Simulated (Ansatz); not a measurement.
# SiH4O (Si(OH)H3): r2SCAN0/STO-3G

What is the electronic atomisation energy of SiH4O (Si(OH)H3) at r2SCAN0/STO-3G? 

The results are computed with Ansatz 0.2.0.

57 further runs of the same task are left out: 2 that didn't finish, 55 set aside as unsound or not needed.

## 1. Starting point

SiH4O: 6 atoms, total charge 0, spin state singlet. As SMILES, `[H][Si]([H])([H])O`. The shape is that of a GFN2-xTB optimisation.

Bond lengths: Si1–O2 1.625 Å, O2–H3 0.953 Å, Si1–H4 1.464 Å, Si1–H5 1.464 Å, Si1–H6 1.453 Å. Angles: Si1–O2–H3 122.4°, O2–Si1–H4 110.3°, O2–Si1–H5 110.3°, O2–Si1–H6 101.4°, H4–Si1–H5 108.8°, H4–Si1–H6 112.9°, H5–Si1–H6 112.9°.

## 2. A single-point energy at r2SCAN0/STO-3G

The input, job.yaml:

```yaml
crystal:
  periodic: [false, false, false]
  atoms:
    - {symbol: Si, position_ang: [-0.059940, -0.114970, -0.407910]}
    - {symbol: O, position_ang: [-0.059540, -0.091910, 1.217130]}
    - {symbol: H, position_ang: [0.327320, 0.620940, 1.717260]}
    - {symbol: H, position_ang: [1.313150, -0.112770, -0.916850]}
    - {symbol: H, position_ang: [-0.760380, 1.058380, -0.933190]}
    - {symbol: H, position_ang: [-0.760600, -1.359670, -0.676430]}
basis:
  gaussian: {orbitals: STO-3G}
hamiltonian: {xc: {name: r2SCAN0}}
accuracy: high
```

Run with:

```console
$ ansatz run job.yaml --threads 1 --pin off --max-ram 2610MiB --events-out events.jsonl --progress --plain --runs-dir runs
```

What it wrote:

```text
Warning: RAYON_NUM_THREADS=1 ignored (pool sized by the plan → 1); use --threads N
Functional definition: r2SCAN0
  name "r2SCAN0"
  parameter a = 0.25
  parameter k0 = 0.174
  parameter k1 = 0.065
  parameter a1 = 4.9479
  exchange = (1 - a)*r2scan_x(k0 = k0, k1 = k1, a1 = a1) + a*exact_x
  correlation = r2scan_c
314 factors; integrals over basis functions are off by at most 2.2e-8 eV
mean field evaluation 1: about -9866.4868 eV, gradient 2.1e1 eV
mean field evaluation 2: about -9867.0267 eV, gradient 1.7e1 eV
mean field evaluation 4: about -9867.8562 eV, gradient 1.9e-1 eV
mean field evaluation 8: about -9867.8280 eV, gradient 1.2e-3 eV
mean field evaluation 16: about -9867.8280 eV, gradient 8.2e-9 eV
mean field -9867.82797342 eV, -362.6359893691 hartree, gradient 8.2e-9 eV, S^2 0.000000; 0 other end points of the search recorded, 0 dependent functions left out
reference -9867.82797375 eV, -362.6359893811 hartree; 13, 13 occupied and 5, 5 virtual orbitals, 314 factors
Total energy: -9867.82797375 eV, -362.6359893811 hartree
```

Wall time 1.8 s (1 thread of Intel Xeon Platinum 8488C (Sapphire Rapids), shared host); peak memory 0.17 GiB.

## 3. The H atom at the same level

The input, job.yaml:

```yaml
basis:
  gaussian:
    orbitals: STO-3G
crystal:
  periodic: [false, false, false]
  atoms:
    - {symbol: H, position_ang: [0.000000, 0.000000, 0.000000]}
magnetization:
  spin_polarized: true
  initial_magnetization: 1
hamiltonian:
  xc: {name: r2SCAN0}
accuracy: high
```

Run the same way, it converges to -0.46649 Eh (log not shown).

## 4. The O atom at the same level

The input, molecule.yaml:

```yaml
crystal:
  periodic: [false, false, false]
  atoms:
    - {symbol: O, position_ang: [0.000000, 0.000000, 0.000000]}
basis:
  gaussian: {orbitals: STO-3G}
magnetization: {spin_polarized: true, initial_magnetization: 2}
accuracy: high
hamiltonian: {xc: {name: r2SCAN0}}
```

Run the same way, it converges to -74.02298 Eh (log not shown).

## 5. The Si atom at the same level

The input, in.yaml:

```yaml
crystal:
  periodic: [false, false, false]
  atoms:
    - {symbol: Si, position_ang: [0.000000, 0.000000, 0.000000]}
basis:
  gaussian: {orbitals: STO-3G}
magnetization: {spin_polarized: true, initial_magnetization: 2}
hamiltonian: {xc: {name: r2SCAN0}}
accuracy: high
```

Run the same way, it converges to -285.92557 Eh (log not shown).

## 6. Outcome

At r2SCAN0/STO-3G:

| quantity | value |
| --- | --- |
| molecule: total energy | -362.63599 Eh |
| H atom: total energy | -0.46649 Eh |
| H atom: ⟨S²⟩ | 0.750 |
| O atom: total energy | -74.02298 Eh |
| O atom: ⟨S²⟩ | 2.000 |
| Si atom: total energy | -285.92557 Eh |
| Si atom: ⟨S²⟩ | 2.000 |
| electronic atomisation energy | 22.354 eV |

**Reading.** Taking the molecule apart into free atoms costs 22.35 eV (515 kcal/mol), before zero-point energy and without spin-orbit coupling. In a minimal basis such a difference can be off by several eV, whatever the method.
